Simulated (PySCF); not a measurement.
# C2H8N2Si: the cost of one run

Computed with PySCF 2.14.0, with density-fitted response routines of our own, on a single molecule in the gas phase. Atoms are numbered from 0 throughout.

**1. The molecule as given**

13 atoms, charge 0, multiplicity 1; geometry from: GFN2-xTB. The atoms were then displaced at random by about 0.01 Å, so the start is not that level's minimum.

Bonds of the start (Å): C0–C1 1.35, C1–Si2 1.90, Si2–N3 1.70, Si2–N4 1.72, C0–H5 1.07, C0–H6 1.07, C1–H7 1.10, Si2–H8 1.44, N3–H9 1.00, N3–H10 1.05, N4–H11 1.02, N4–H12 1.02.

**2. Relaxing the molecule at PBE0-D3(BJ)/def2-SVP**

Job settings and geometry (Å):

```
{"job": {"xc": "PBE0", "basis": "def2-SVP", "d3": "d3bj", "grid": 1, "shake": 0.01, "kind": "geom"}, "charge": 0, "multiplicity": 1}
C      1.964610    -0.858200     0.252360
C      1.295580     0.109090    -0.418350
Si    -0.595210     0.319190    -0.515640
N     -1.231330    -1.107280     0.163630
N     -1.272050     1.574820     0.443840
H      1.407610    -1.589410     0.791640
H      3.032150    -0.897860     0.283620
H      1.908650     0.858580    -0.950050
H     -0.946940     0.680900    -1.867880
H     -0.991790    -1.995270    -0.219000
H     -2.267210    -1.108560     0.339060
H     -1.254560     1.456330     1.461100
H     -1.043690     2.540770     0.225360
```

Command:

```sh
$ OMP_NUM_THREADS=1 python probes_run.py task.json out
```

One launch serves the whole session: the jobs run in the order shown.

**Question.** How long does this first job take on 1 thread of Arm Neoverse V2, shared host, and how much memory does it need?

About 40 s, with a peak of 0.48 GiB.
